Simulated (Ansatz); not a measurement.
Task: a geometry optimisation of C3H6FNSi, SMILES C[Si](C)(F)C#N, with the Python package of Ansatz (0.2.0). Give the script and its output. Level of theory: PBE, def2-SVP basis, multiplicity 1, D4 dispersion.

Input file `c3h6fnsi.xyz`:
```text
12

C    -1.18400   -0.63020    0.94390
Si   -0.21990    0.06960   -0.48250
C     1.54720   -0.35940   -0.27130
F    -0.64540   -0.66780   -1.81680
C    -0.44950    1.92270   -0.70560
N    -0.58540    3.09560   -0.78840
H    -1.08720   -1.66670    1.03000
H    -2.25700   -0.35780    0.77410
H    -0.92490   -0.11220    1.92150
H     2.17670   -0.01700   -1.08630
H     1.70130   -1.44320   -0.14790
H     2.00520    0.11120    0.66330
```

Script `opt.py`:
```python
"""Relax the C3H6FNSi molecule."""

import itertools

import ansatz as az
from ase.data import atomic_numbers, covalent_radii
import numpy as np

BASIS_SET = "def2-SVP"
FUNCTIONAL = "pbe"
DISPERSION = "d4"

system = az.Crystal.molecule_from_extxyz("c3h6fnsi.xyz")

base = (
    system.calculation()
    .basis(gaussian=BASIS_SET)
    .functional(FUNCTIONAL, dispersion=DISPERSION)
    .accuracy("medium")
)
symbols = [site.symbol for site in system.cartesian_sites]
start = np.array([site.position_ang for site in system.cartesian_sites], dtype=float)
rep = base.relax(force_tolerance=0.005).run().report
end = np.array(rep["positions_ang"])

print(f"E = {rep['free_energy_ev']:.6f} eV = {rep['free_energy_ev'] / 27.211386246:.7f} Ha")
print("converged:", rep["converged"], " doubts:", rep["published_state_doubts"] or "none")

# pairs closer than 1.2 times the sum of covalent radii, before or after
radius = [covalent_radii[atomic_numbers[s]] for s in symbols]
span = lambda where, i, j: np.linalg.norm(where[i] - where[j])
bonded = [(i, j) for i, j in itertools.combinations(range(len(symbols)), 2) if min(span(start, i, j), span(end, i, j)) < 1.2 * (radius[i] + radius[j])]
print("pair        before    after (A)")
for i, j in bonded:
    print(f"{symbols[i]}{i}-{symbols[j]}{j}".ljust(10), f"{span(start, i, j):8.4f} {span(end, i, j):8.4f}")
for first, second in list(itertools.combinations(bonded, 2)):
    shared = set(first) & set(second)
    if shared and symbols[(j := shared.pop())] != "H":
        i, k = sorted((set(first) | set(second)) - {j})
        u, v = end[i] - end[j], end[k] - end[j]
        angle = np.degrees(np.arccos(np.clip(u @ v / np.linalg.norm(u) / np.linalg.norm(v), -1, 1)))
        print(f"final angle {symbols[i]}{i}-{symbols[j]}{j}-{symbols[k]}{k}: {angle:.2f} deg")

charges = rep["charge_distribution"]
print("dipole moment", round(4.803205 * float(np.linalg.norm(charges["dipole_moment_e_ang"])), 3), "D")
print("Mulliken:", [(s, round(q, 3)) for s, q in zip(symbols, charges["mulliken_charges_e"])])
```

Running `python opt.py` prints:
```text
E = -15274.790803 eV = -561.3382084 Ha
converged: True  doubts: none
pair        before    after (A)
C0-Si1       1.8584   1.8643
C0-H6        1.0446   1.1090
C0-H7        1.1200   1.1081
C0-H8        1.1363   1.1091
Si1-C2       1.8307   1.8643
Si1-F3       1.5828   1.6428
Si1-C4       1.8806   1.8727
C2-H9        1.0852   1.1081
C2-H10       1.1016   1.1090
C2-H11       1.1422   1.1090
C4-N5        1.1836   1.1734
final angle Si1-C0-H6: 110.57 deg
final angle Si1-C0-H7: 110.73 deg
final angle Si1-C0-H8: 110.59 deg
final angle C0-Si1-C2: 115.63 deg
final angle C0-Si1-F3: 109.24 deg
final angle C0-Si1-C4: 108.45 deg
final angle H6-C0-H7: 108.42 deg
final angle H6-C0-H8: 108.27 deg
final angle H7-C0-H8: 108.18 deg
final angle C2-Si1-F3: 109.23 deg
final angle C2-Si1-C4: 108.48 deg
final angle Si1-C2-H9: 110.74 deg
final angle Si1-C2-H10: 110.53 deg
final angle Si1-C2-H11: 110.61 deg
final angle F3-Si1-C4: 105.31 deg
final angle Si1-C4-N5: 178.48 deg
final angle H9-C2-H10: 108.41 deg
final angle H9-C2-H11: 108.19 deg
final angle H10-C2-H11: 108.27 deg
dipole moment 3.959 D
Mulliken: [('C', -0.286), ('Si', 0.636), ('C', -0.286), ('F', -0.279), ('C', -0.251), ('N', -0.026), ('H', 0.077), ('H', 0.088), ('H', 0.081), ('H', 0.088), ('H', 0.077), ('H', 0.081)]
```

What to keep in mind:
- The settings weren't tested for convergence.
- The end point is the stationary point reached from this start; no frequency run checks that it is a minimum, and the basis set is modest.
- The whole script took 34 s on 1 thread of Arm Neoverse V1, with other jobs on the host, peak memory 0.23 GiB.
